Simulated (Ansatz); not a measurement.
Crystal: PtSe.

```
Pt Se
1.0
     0.00000    2.79841    2.79841
     2.79841    0.00000    2.79841
     2.79841    2.79841    0.00000
Pt Se
1 1
Direct
  0.50000 0.50000 0.50000
  0.00000 0.00000 0.00000
```

The cell comes from a database or a generator and needn't be the stable form of this composition.

* Program: Ansatz 0.2.0
* Task: relaxation of cell and atoms
* Functional: B3LYP
* Potentials or basis: Ansatz PAW
* Cutoff: 420 eV (not typed: the program's choice for these potentials)
* k mesh: 4 × 4 × 4
* Occupations: fermi-dirac, width 0.05 eV
* Spin: no spin polarisation

At the start: volume 21.91 Å³/atom.

**Question.** Where does the relaxation end?

**Answer.** It ends after 5 steps and the volume is 19.58 Å³/atom (-10.7 %); space group Fm-3m (No. 225, to 0.05 Å).

The path:
| step | energy change (eV) | largest force (eV/Å) | volume (Å³) |
| --- | --- | --- | --- |
| 1 | 0.0000 | 0.0000 | 43.83 |
| 2 | -0.1419 | 0.0000 | 37.73 |
| 3 | -0.1601 | 0.0000 | 39.50 |
| 4 | -0.1613 | 0.0000 | 39.16 |
| 5 | -0.1599 | 0.0000 | 39.16 |

Final structure:
```
Pt Se
1.0
     0.00000    2.69518    2.69518
     2.69518    0.00000    2.69518
     2.69518    2.69518    0.00000
Pt Se
1 1
Cartesian
  2.6952 2.6952 2.6952
  0.0000 0.0000 0.0000
```

Caveat: the k mesh is coarse (spacing up to 0.49 Å⁻¹), so the values aren't converged, least of all with exact exchange; the plane-wave basis is chosen anew once the cell has moved, so the energies of steps on either side of that aren't comparable; the PAW data sets come from PBE, with cores solved anew for the run's functional, which leaves a small shift of forces and pressure.
